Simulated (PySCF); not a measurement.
# C2H8BNO: the cost of one run

Programs: PySCF 2.14.0, with density-fitted response routines of our own. Each step states its level of theory. These are calculated values for one molecule in the gas phase, unless marked as measured. Atoms are numbered from 0 throughout.

## Step 1: The starting structure

13 atoms, charge 0, multiplicity 1; geometry from: GFN2-xTB. The atoms were then displaced at random by about 0.01 Å, so the start is not that level's minimum.

Bonds of the start (Å): N0–B1 1.74, B1–C2 1.63, C2–C3 1.51, C3–O4 1.39, O4–B1 1.46, N0–H5 1.03, N0–H6 1.01, N0–H7 0.99, B1–H8 1.21, C2–H9 1.07, C2–H10 1.09, C3–H11 1.10, C3–H12 1.15.

## Step 2: Geometry optimisation at PBE0-D3(BJ)/def2-SVP

The job: settings as JSON, then the geometry in Å.

```
{"job": {"xc": "PBE0", "basis": "def2-SVP", "d3": "d3bj", "grid": 1, "shake": 0.01, "kind": "geom"}, "charge": 0, "multiplicity": 1}
N      1.702250    -0.181160    -0.303250
B      0.353390     0.298180     0.684080
C     -0.884330     0.764540    -0.276840
C     -1.375540    -0.614430     0.110200
O     -0.335250    -0.958790     0.965880
H      2.184590     0.652750    -0.663910
H      1.306750    -0.707120    -1.068490
H      2.296340    -0.736660     0.258060
H      0.846640     0.923140     1.590860
H     -0.704500     0.893150    -1.328700
H     -1.509560     1.574970     0.084670
H     -1.487040    -1.330700    -0.710780
H     -2.387900    -0.594770     0.647890
```

Run with:

```bash
$ OMP_NUM_THREADS=1 python probes_run.py task.json out
```

The driver reads the jobs from task.json and runs them one after another.

Q: Estimate the wall time and peak memory of this first job on 1 thread of Arm Neoverse V1, shared host.

About 20 s, with a peak of 0.45 GiB.
